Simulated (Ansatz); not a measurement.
# CuReO2: the cost of one run

Computed with Ansatz 0.2.0 (DFT PBE without U, plane waves, PAW, no spin–orbit coupling unless a run says so, unless a step's input says otherwise).

**1. The starting structure**

Symmetry: R-3m, No. 166, trigonal system. The conventional cell has a = 2.935 Å, b = 2.935 Å, c = 15.985 Å, α = 90.00°, β = 90.00°, γ = 120.00°. Cu (site symmetry -3m) has 6 O at 2.33 Å as nearest neighbours. Re (site symmetry -3m) is surrounded by 6 O at 2.00 Å. O (site symmetry 3m) is surrounded by 3 Re at 2.00 Å and 3 Cu at 2.33 Å.

Coordinates:

```
Cu Re O
1.0
     1.46773    0.84740    5.32843
    -1.46773    0.84740    5.32843
     0.00000   -1.69479    5.32843
Cu Re O
1 1 2
Cartesian
  0.0000 0.0000 7.9926
  0.0000 0.0000 0.0000
  0.0000 0.0000 4.2633
  0.0000 0.0000 11.7220
```

Magnetic order typed: ferromagnetic.

An earlier series on this cell reached its lowest free state from «random orbitals: fully mixed, first filling», perhaps among other starts (it ended without moments).

**2. Random orbitals: single harmonics, second filling**

input.yaml

```yaml
crystal:
  lattice:
    - [1.46773255, 0.84739578, 5.32842925]
    - [-1.46773255, 0.84739578, 5.32842925]
    - [0.0, -1.69479157, 5.32842925]
  atoms:
    - { symbol: Cu, position: [0.5, 0.5, 0.5] }
    - { symbol: Re, position: [0.0, 0.0, 0.0], spin: 2.0 }
    - { symbol: O, position: [0.2667, 0.2667, 0.2667] }
    - { symbol: O, position: [0.7333, 0.7333, 0.7333] }
basis:
  ecutwfc: 420
  ecutrho_ratio: 4
kpoints:
  mp_grid: { grid: [7, 7, 7] }
hamiltonian:
  xc: pbe
  hubbard:
    sites:
      - { site: 1, l: d, u_eff: 0.0, starting_ns: [{ spin: up, occupation_matrix: s1up }, { spin: down, occupation_matrix: s1down }] }
    occupation_matrices:
      s1up:
        matrix:
          - [0.97, 0.0, 0.0, 0.0, 0.0]
          - [0.0, 0.97, 0.0, 0.0, 0.0]
          - [0.0, 0.0, 0.02, 0.0, 0.0]
          - [0.0, 0.0, 0.0, 0.02, 0.0]
          - [0.0, 0.0, 0.0, 0.0, 0.97]
      s1down:
        matrix:
          - [0.02, 0.0, 0.0, 0.0, 0.0]
          - [0.0, 0.02, 0.0, 0.0, 0.0]
          - [0.0, 0.0, 0.02, 0.0, 0.0]
          - [0.0, 0.0, 0.0, 0.97, 0.0]
          - [0.0, 0.0, 0.0, 0.0, 0.02]
    ns_hold: until_converged
scf:
  occupations: { method: gaussian, width: 0.05 }
  lower_state_search: "off"
  max_iter: 150
output:
  forces: true
  stress: true
  eigenvalues: true
  populations: true
  hubbard: { sites: [{ site: 1, l: d }] }
magnetization:
  spin_polarized: true
```

The typed matrices put 0.97 on the chosen orbitals and 0.02 on the others, and are held until the SCF converges, then released.

Command:

```bash
> ansatz run input.yaml --threads 2 --pin off --max-ram 3072MiB --backend cpu --events-out ev --progress --plain --runs-dir out
```

What time and memory should one allow on 2 threads of Arm Neoverse N1, shared host?

About 65 s, with a peak of 0.58 GiB.
